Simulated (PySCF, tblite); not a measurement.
**C4H6NSi radical: geometry, infrared bands and EPR parameters**

Aim: predict the infrared bands and EPR parameters of C4H6NSi radical (`[H]/[C]=C\[SiH2]CC#N`).

The runs use tblite 0.8.0 and PySCF 2.14.0, with density-fitted response routines of our own; the level of theory stands in each step. All values are computed, except where a source is named. Atoms count from 0, in the outputs and in this text.

### 1 Starting geometry

12 atoms, charge 0, multiplicity 2; geometry from: force field or distance geometry start.

Bonds of the start (Å): C0–C1 1.36, C1–Si2 1.83, Si2–C3 1.86, C3–C4 1.46, C4–N5 1.16, C0–H6 1.10, C1–H7 1.08, Si2–H8 1.48, Si2–H9 1.48, C3–H10 1.12, C3–H11 1.12.

### 2 Optimising the geometry with GFN2-xTB

The job: settings as JSON, then the geometry in Å.

```
{"job": {"kind": "relax", "xc": "GFN2-xTB", "basis": "xTB"}, "charge": 0, "multiplicity": 2}
C      2.444600    -0.825800     0.326800
C      1.837500    -0.081500    -0.642900
Si     0.200600     0.694100    -0.351200
C     -1.087100    -0.526400     0.203500
C     -2.312100     0.185700     0.545900
N     -3.286600     0.765500     0.807700
H      1.848100    -0.892100     1.242900
H      2.321200     0.074900    -1.595600
H      0.332200     1.775900     0.654200
H     -0.278800     1.216800    -1.645600
H     -1.303400    -1.241000    -0.630500
H     -0.715000    -1.146800     1.058800
```

Launch:

```sh
$ OMP_NUM_THREADS=1 python probes_run.py task.json out
```

This one command runs all jobs of the session in turn.

**Question.** This job is followed by: GFN2-xTB harmonic vibrations, gas phase; UKS B3LYP, pcH-1 on C H N Si, non-relativistic, mean-field spin-orbit, GIAO. Predict these results of the whole session: strongest single infrared mode (GFN2-xTB); zero-point energy (GFN2-xTB); g(iso) (B3LYP); ⟨S²⟩; largest a(iso) (averaged by class); potential on the surface of density 0.002 e/bohr³, 1st and 99th percentile.

As calculated:

| quantity | value |
| --- | --- |
| strongest single infrared mode (GFN2-xTB) | 2265 cm⁻¹, 435 km/mol |
| zero-point energy (GFN2-xTB) | 49.7 kcal/mol |
| g(iso) (B3LYP) | 2.00209 |
| ⟨S²⟩ | 0.759 (exact 0.75) |
| largest a(iso) (averaged by class) | 13C on C0, 307.6 MHz |
| potential on the surface of density 0.002 e/bohr³, 1st and 99th percentile | -1.82 V and 1.61 V |

**Reading.** Over 119 steps the energy fell by 0.579 eV; of the close pairs, C1–Si2 changed most, 1.835 to 1.929 Å. No mode is imaginary among the 30: a minimum at this level. The strongest single mode, at 2265 cm⁻¹, moves mainly H8 and H9. Unscaled tight-binding wavenumbers are off by several per cent, some by more. Its intensities can rank the bands wrongly. Most of the unpaired spin sits on C0 (0.97 e). The isotropic g lies 0.2 ppt below the free-electron value. These values are for one conformer; the search (at its own cheap level) found 2 more, at 0.48, 2.86 kcal/mol, and measured spectra average over such forms.
